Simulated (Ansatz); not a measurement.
# GeH4O (singlet): from Hartree-Fock to the top rungs at distance Ge1–O2 = 2.188 Å, cc-pVDZ

An exercise on one series of results from a longer session: the logs are not shown, and one member is left open.

Computed with Ansatz 0.2.0, Gaussian basis. Level: cc-pVDZ, core rule «outside noble gas», up to 15 orbitals frozen.

The runs, in order: UHF; CCSD(T) on RHF; BCCD(T) on RHF; CISD; CCSDT(Q) on RHF; CASSCF and MRCISD+Q, 2 electrons in 2 orbitals; CASSCF and NEVPT2, 2 electrons in 2 orbitals.

22 further runs of the same task are left out: 1 for a known fault of the program, 2 for a mislabelled method, 13 that didn't finish, 6 set aside as unsound or not needed.

## What is computed

The geometry derives from a PBE0/def2-TZVP stationary point (not a proven minimum). One bond is set to the value named and the two fragments are kept rigid. No spin-orbit coupling is included. The filled d shell of Ge may be among the frozen orbitals whatever the setting's name suggests; the logs give the count.

6 atoms, charge 0, spin multiplicity 1.

Atoms are counted from 1 here; the program's logs count them from 0.

Bond lengths: Ge1–O2 2.188 Å, Ge1–H3 1.541 Å, Ge1–H4 1.531 Å, Ge1–H5 1.541 Å, O2–H6 0.959 Å. Angles: O2–Ge1–H3 109.9°, O2–Ge1–H4 104.3°, O2–Ge1–H5 109.9°, H3–Ge1–H4 111.4°, H3–Ge1–H5 109.7°, H4–Ge1–H5 111.4°, Ge1–O2–H6 112.7°.

Set-up of the first run:

The input, in.yaml:

```yaml
crystal:
  periodic: [false, false, false]
  atoms:
    - {symbol: Ge, position_ang: [0.000000, -0.016552, 0.389775]}
    - {symbol: O, position_ang: [0.000000, 0.127019, -1.793510]}
    - {symbol: H, position_ang: [1.259685, -0.765019, 0.867197]}
    - {symbol: H, position_ang: [0.000000, 1.438807, 0.864649]}
    - {symbol: H, position_ang: [-1.259685, -0.765019, 0.867197]}
    - {symbol: H, position_ang: [0.000000, -0.732096, -2.220217]}
basis:
  gaussian: {orbitals: cc-pVDZ}
magnetization: {spin_polarized: true, initial_magnetization: 0}
hamiltonian: {xc: hf}
output: {orbitals: {seedname: orbitals}}
```

On the command line:

```console
ansatz run in.yaml --threads 1 --pin off --events-out ev --progress --plain --max-ram 2393MiB
```

Steps of the session up to this table: UHF; CCSD(T) on RHF; BCCD(T) on RHF; CISD; CCSDT(Q) on RHF; CASSCF and MRCISD+Q, 2 electrons in 2 orbitals; CASSCF and NEVPT2, 2 electrons in 2 orbitals.

One table of the session follows, with a row left open; its other results are not shown here.

```
       method  from RCCSDT(Q) (kJ/mol)
          RHF                        ?
         RMP2                    +97.4
         CISD                   +103.6
        RCCSD                    +25.9
     RCCSD(T)                     +5.0
      BCCD(T)                     +5.0
       RCCSDT                     +2.8
    RCCSDT(Q)                        0
  CASSCF pair                   +816.6
  NEVPT2 pair                    +96.5
  MRCISD pair                    +84.5
MRCISD+Q pair                    +12.1
```

Q: Estimate the row for RHF from the others.

As computed: from RCCSDT(Q) (kJ/mol): +894.2. In the column «from RCCSDT(Q) (kJ/mol)» it is the highest.
